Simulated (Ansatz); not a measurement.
# AlH5O2Si: the cost of one run

All numbers below are computed with Ansatz 0.2.0 (RKS PBE0/def2-SVP).

### 1 Starting point

Bond lengths: O1–Al2 1.643 Å, Al2–Si3 2.430 Å, Si3–O4 1.644 Å, O1–H5 0.949 Å, Al2–H6 1.564 Å, Si3–H7 1.474 Å, Si3–H8 1.491 Å, O4–H9 0.952 Å. Angles: O1–Al2–Si3 117.6°, O1–Al2–H6 116.5°, Si3–Al2–H6 125.9°, Al2–O1–H5 177.3°, Al2–Si3–O4 114.0°, Al2–Si3–H7 118.5°, Al2–Si3–H8 112.4°, O4–Si3–H7 98.1°, O4–Si3–H8 107.3°, H7–Si3–H8 105.0°, Si3–O4–H9 121.7°.

Structure file:

```xyz
9

O     1.0065    1.4554    1.7571
Al    0.5097    1.1835    0.2146
Si   -0.1808   -1.0737   -0.3645
O    -1.1356   -1.1584   -1.7008
H     1.3027    1.6549    2.6359
H     0.5211    2.4140   -0.7501
H     0.8511   -2.0398   -0.7835
H    -0.9130   -1.7471    0.7465
H    -1.9618   -0.6889   -1.7552
```

### 2 Relaxing end A

File input.yaml:

```yaml
crystal:
  periodic: [false, false, false]
  atoms:
    - { symbol: O, position_ang: [1.0065, 1.45541, 1.75712] }
    - { symbol: Al, position_ang: [0.50972, 1.18354, 0.21463] }
    - { symbol: Si, position_ang: [-0.18079, -1.07368, -0.36455] }
    - { symbol: O, position_ang: [-1.13557, -1.15838, -1.70077] }
    - { symbol: H, position_ang: [1.30273, 1.65494, 2.63586] }
    - { symbol: H, position_ang: [0.52106, 2.41399, -0.75006] }
    - { symbol: H, position_ang: [0.85111, -2.03982, -0.78352] }
    - { symbol: H, position_ang: [-0.91302, -1.7471, 0.74649] }
    - { symbol: H, position_ang: [-1.96175, -0.68889, -1.7552] }
basis:
  gaussian: { orbitals: def2-SVP }
hamiltonian:
  xc: pbe0
relax:
  f_tol: 0.015
  max_steps: 40
```

On the command line:

```sh
> ansatz run input.yaml --threads 1 --pin off --max-ram 2048MiB --backend cpu --events-out ev --progress --plain --runs-dir out
```

**Question.** How long does this run take on 1 thread of AMD EPYC, shared host, and how much memory does it need?

About 2.2 min, with a peak of 0.19 GiB.
